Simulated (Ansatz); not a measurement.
# C2H4O (oxirane): B3LYP/def2-SVPD

What is the electronic atomisation energy of C2H4O (oxirane) at B3LYP/def2-SVPD? 

Program for the calculation: Ansatz 0.2.0.

51 further runs of the same task are left out: 51 set aside as unsound or not needed.

## 1. Starting point

C2H4O: 7 atoms, total charge 0, spin state singlet. As SMILES, `C1CO1`. The shape is that of a PBE0-D4/def2-TZVP optimisation.

Bond lengths: C1–C2 1.458 Å, C1–O3 1.416 Å, C2–O3 1.416 Å, C1–H4 1.087 Å, C1–H5 1.087 Å, C2–H6 1.087 Å, C2–H7 1.087 Å. Some angles: C1–C2–O3 59.0°, C2–C1–O3 59.0°, C1–O3–C2 62.0°, C1–C2–H6 119.5°, C1–C2–H7 119.5°, O3–C2–H6 115.3°, O3–C2–H7 115.3°, C2–C1–H4 119.5°, C2–C1–H5 119.5°, O3–C1–H4 115.3°.

## 2. The energy at B3LYP/def2-SVPD

in.yaml reads:

```yaml
crystal:
  periodic: [false, false, false]
  atoms:
    - {symbol: C, position_ang: [-0.604500, -0.272900, -0.303700]}
    - {symbol: C, position_ang: [0.650000, 0.164200, 0.297000]}
    - {symbol: O, position_ang: [-0.339900, 1.100600, -0.086300]}
    - {symbol: H, position_ang: [-0.619200, -0.584700, -1.344900]}
    - {symbol: H, position_ang: [-1.378400, -0.703100, 0.326900]}
    - {symbol: H, position_ang: [0.797000, 0.054800, 1.368500]}
    - {symbol: H, position_ang: [1.556200, 0.173200, -0.303300]}
basis:
  gaussian:
    orbitals: def2-SVPD
hamiltonian:
  xc: {name: B3LYP}
accuracy: high
output: {orbitals: {seedname: orbitals}}
```

The run is started by

```console
$ ansatz run in.yaml --threads 1 --pin off --max-ram 3480MiB --events-out events.jsonl --progress --plain --runs-dir runs
```

Log:

```text
Warning: RAYON_NUM_THREADS=1 ignored (pool sized by the plan → 1); use --threads N
Functional definition: B3LYP
  name "B3LYP"
  parameter a0 = 0.2
  parameter ax = 0.72
  parameter ac = 0.81
  exchange = (1 - a0 - ax)*slater_x + ax*b88_x + a0*exact_x
  correlation = (1 - ac)*vwn_rpa_c + ac*lyp_c
1927 factors; integrals over basis functions are off by at most 3.1e-9 eV
mean field evaluation 1: about -4178.1614 eV, gradient 4.1e1 eV
mean field evaluation 2: about -4174.3974 eV, gradient 6.1e1 eV
mean field evaluation 4: about -4181.9770 eV, gradient 2.8e0 eV
mean field evaluation 8: about -4181.9945 eV, gradient 2.3e-2 eV
mean field evaluation 16: about -4181.9945 eV, gradient 7.9e-7 eV
mean field -4181.99446909 eV, -153.6854620816 hartree, gradient 8.4e-8 eV, S^2 0.000000; 0 other end points of the search recorded, 0 dependent functions left out
reference -4181.99450558 eV, -153.6854634225 hartree; 12, 12 occupied and 83, 83 virtual orbitals, 1927 factors
Total energy: -4181.99450558 eV, -153.6854634225 hartree
```

Run time: 5.4 s. Hardware: 1 thread of Arm Neoverse V1, shared host; peak memory 0.25 GiB.

## 3. The C atom

in.yaml reads:

```yaml
crystal:
  periodic: [false, false, false]
  atoms:
    - {symbol: C, position_ang: [0.000000, 0.000000, 0.000000]}
basis:
  gaussian: {orbitals: def2-SVPD}
magnetization: {spin_polarized: true, initial_magnetization: 2}
hamiltonian: {xc: {name: B3LYP}}
accuracy: high
```

The run is started by

```console
$ ansatz run in.yaml --threads 1 --pin off --max-ram 3480MiB --events-out events.jsonl --progress --plain --runs-dir runs
```

Log:

```text
Warning: RAYON_NUM_THREADS=1 ignored (pool sized by the plan → 1); use --threads N
Functional definition: B3LYP
  name "B3LYP"
  parameter a0 = 0.2
  parameter ax = 0.72
  parameter ac = 0.81
  exchange = (1 - a0 - ax)*slater_x + ax*b88_x + a0*exact_x
  correlation = (1 - ac)*vwn_rpa_c + ac*lyp_c
163 factors; integrals over basis functions are off by at most 3.2e-9 eV
mean field evaluation 1: about -1028.9048 eV, gradient 3.8e0 eV
mean field evaluation 2: about -1028.9839 eV, gradient 1.3e0 eV
mean field evaluation 4: about -1028.9961 eV, gradient 3.2e-3 eV
mean field evaluation 8: about -1028.9969 eV, gradient 1.7e-4 eV
mean field -1028.99692310 eV, -37.8149394447 hartree, gradient 7.3e-8 eV, S^2 2.003788; 0 other end points of the search recorded, 0 dependent functions left out
reference -1028.99694770 eV, -37.8149403487 hartree; 4, 2 occupied and 16, 18 virtual orbitals, 163 factors
Total energy: -1028.99694770 eV, -37.8149403487 hartree
```

Wall time 0.32 s (1 thread of Arm Neoverse V1, shared host).

## 4. The H atom, same level

molecule.yaml reads:

```yaml
basis:
  gaussian:
    orbitals: def2-SVPD
crystal:
  periodic: [false, false, false]
  atoms:
    - {symbol: H, position_ang: [0.000000, 0.000000, 0.000000]}
magnetization:
  spin_polarized: true
  initial_magnetization: 1
accuracy: high
hamiltonian:
  xc: {name: B3LYP}
```

The run is started by

```console
$ ansatz run molecule.yaml --threads 1 --pin off --max-ram 3480MiB --events-out events.jsonl --progress --plain --runs-dir runs
```

Log:

```text
Warning: RAYON_NUM_THREADS=1 ignored (pool sized by the plan → 1); use --threads N
Functional definition: B3LYP
  name "B3LYP"
  parameter a0 = 0.2
  parameter ax = 0.72
  parameter ac = 0.81
  exchange = (1 - a0 - ax)*slater_x + ax*b88_x + a0*exact_x
  correlation = (1 - ac)*vwn_rpa_c + ac*lyp_c
33 factors; integrals over basis functions are off by at most 2.1e-9 eV
mean field evaluation 1: about -13.6396 eV, gradient 1.5e-1 eV
mean field evaluation 2: about -13.6397 eV, gradient 1.5e-1 eV
mean field evaluation 4: about -13.6399 eV, gradient 3.7e-3 eV
mean field evaluation 8: about -13.6399 eV, gradient 1.0e-10 eV
mean field -13.63992910 eV, -0.5012581489 hartree, gradient 1.0e-10 eV, S^2 0.750000; 0 other end points of the search recorded, 0 dependent functions left out
reference -13.63994824 eV, -0.5012588523 hartree; 1, 0 occupied and 7, 8 virtual orbitals, 33 factors
Total energy: -13.63994824 eV, -0.5012588523 hartree
```

Run time: 0.14 s. Hardware: 1 thread of Arm Neoverse V1, shared host.

## 5. The O atom, same level

molecule.yaml reads:

```yaml
crystal:
  periodic: [false, false, false]
  atoms:
    - symbol: O
      position_ang: [0.000000, 0.000000, 0.000000]
basis:
  gaussian:
    orbitals: def2-SVPD
magnetization:
  spin_polarized: true
  initial_magnetization: 2
hamiltonian:
  xc: {name: B3LYP}
accuracy: high
```

Run the same way, it converges to -75.00924 Eh (log not shown).

## 6. Summary of results

Level: B3LYP/def2-SVPD.

```
                     quantity          value
       molecule: total energy  -153.68546 Eh
        molecule: HOMO energy       -7.75 eV
        molecule: LUMO energy        0.64 eV
      molecule: HOMO–LUMO gap        8.39 eV
         C atom: total energy   -37.81494 Eh
                 C atom: ⟨S²⟩          2.004
         H atom: total energy    -0.50126 Eh
                 H atom: ⟨S²⟩          0.750
         O atom: total energy   -75.00924 Eh
                 O atom: ⟨S²⟩          2.004
electronic atomisation energy      28.335 eV
```

In words: Taking the molecule apart into free atoms costs 28.34 eV (2734 kJ/mol), before zero-point energy and without spin-orbit coupling.
